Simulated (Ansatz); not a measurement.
# C2HK: one structure at several levels

The atoms stand at a structure displaced at random from a GFN2-xTB minimum. How far do the functionals agree with CCSD(T) there?

Computed with Ansatz 0.2.0, Gaussian basis. Level: single points in def2-TZVPP.

Cores are frozen in the correlated methods. The outer core shell of Li, Na, Mg and K is correlated. B3LYP uses VWN-RPA correlation.

## Step 1: Where the work starts

4 atoms, charge 0, spin multiplicity 1.

Atoms are counted from 1 here; the program's logs count them from 0.

Bond lengths: C1–C2 1.068 Å, C1–H4 1.205 Å, C2–K3 2.460 Å. Angles: C2–C1–H4 172.6°, C1–C2–K3 174.3°.

Coordinates:

```
C    -0.7168    0.3878   -0.2456
C     0.1521   -0.1179    0.1151
K     2.1939   -1.3521    0.7148
H    -1.7575    0.9336   -0.5111
```

## Step 2: CCSD(T)/def2-TZVPP

File run/in.yaml:

```yaml
crystal:
  periodic: [false, false, false]
  atoms:
    - {symbol: C, position_ang: [-0.716800, 0.387800, -0.245600]}
    - {symbol: C, position_ang: [0.152100, -0.117900, 0.115100]}
    - {symbol: K, position_ang: [2.193900, -1.352100, 0.714800]}
    - {symbol: H, position_ang: [-1.757500, 0.933600, -0.511100]}
basis:
  gaussian: {orbitals: def2-TZVPP}
correlation: {method: ccsd_t}
output: {forces: true}
```

No record of the launch command was kept for these runs.

## Step 3: PBE0-D4/def2-TZVPP

run/in.yaml, as its differences from that of step 2:

```diff
@@ -9,3 +9,3 @@
   gaussian: {orbitals: def2-TZVPP}
-correlation: {method: ccsd_t}
-output: {forces: true}
+hamiltonian: {xc: pbe0, dispersion: d4}
+output: {forces: true, orbitals: {seedname: orbitals}}
```

## Step 4: wB97M-V/def2-TZVPP

run/in.yaml, as its differences from that of step 3:

```diff
@@ -9,3 +9,3 @@
   gaussian: {orbitals: def2-TZVPP}
-hamiltonian: {xc: pbe0, dispersion: d4}
-output: {forces: true, orbitals: {seedname: orbitals}}
+hamiltonian: {xc: {name: wB97M-V}}
+output: {forces: true}
```

## Step 5: r2SCAN-D4/def2-TZVPP

run/in.yaml, as its differences from that of step 4:

```diff
@@ -9,3 +9,3 @@
   gaussian: {orbitals: def2-TZVPP}
-hamiltonian: {xc: {name: wB97M-V}}
+hamiltonian: {xc: r2scan, dispersion: d4}
 output: {forces: true}
```

## Step 6: PBE-D4/def2-TZVPP

run/in.yaml, as its differences from that of step 5:

```diff
@@ -9,3 +9,3 @@
   gaussian: {orbitals: def2-TZVPP}
-hamiltonian: {xc: r2scan, dispersion: d4}
+hamiltonian: {xc: pbe, dispersion: d4}
 output: {forces: true}
```

## Step 7: revPBE-D4/def2-TZVPP

run/in.yaml, as its differences from that of step 6:

```diff
@@ -9,3 +9,3 @@
   gaussian: {orbitals: def2-TZVPP}
-hamiltonian: {xc: pbe, dispersion: d4}
+hamiltonian: {xc: {name: revPBE}, dispersion: d4}
 output: {forces: true}
```

## Step 8: B3LYP-D4/def2-TZVPP

run/in.yaml, as its differences from that of step 7:

```diff
@@ -9,3 +9,3 @@
   gaussian: {orbitals: def2-TZVPP}
-hamiltonian: {xc: {name: revPBE}, dispersion: d4}
+hamiltonian: {xc: {name: B3LYP}, dispersion: d4}
 output: {forces: true}
```

(Steps that only read results are left out.)

**Question.** What will these runs give? Wanted: energy less free atoms, CCSD(T)/def2-TZVPP; RMS force component; RMS force error; HOMO and LUMO, PBE0-D4; T1 diagnostic.

The runs gave:

| quantity | value |
| --- | --- |
| energy less free atoms, CCSD(T)/def2-TZVPP | -1229.2 kJ/mol |
| RMS force component | 10.303 to 10.915 eV/Å over the methods |
| RMS force error | PBE0-D4 0.475, wB97M-V 0.583, r2SCAN-D4 0.393, PBE-D4 0.265, revPBE-D4 0.147, B3LYP-D4 0.621 eV/Å |
| HOMO and LUMO, PBE0-D4 | -5.76 and -1.03 eV |
| T1 diagnostic | 0.012 |

In words: Against CCSD(T) the functionals' energies less atoms differ by -105.4 to -56.3 kJ/mol, PBE-D4 by -105.4 kJ/mol. The reference is not at the basis limit: in triple zeta CCSD(T) underbinds, which counts against methods that bind more; the gaps are no ranking. On forces the order runs from revPBE-D4 to B3LYP-D4. Frozen-core CCSD(T) forces in triple zeta carry basis errors of their own, and this is one geometry, so small gaps rank nothing.
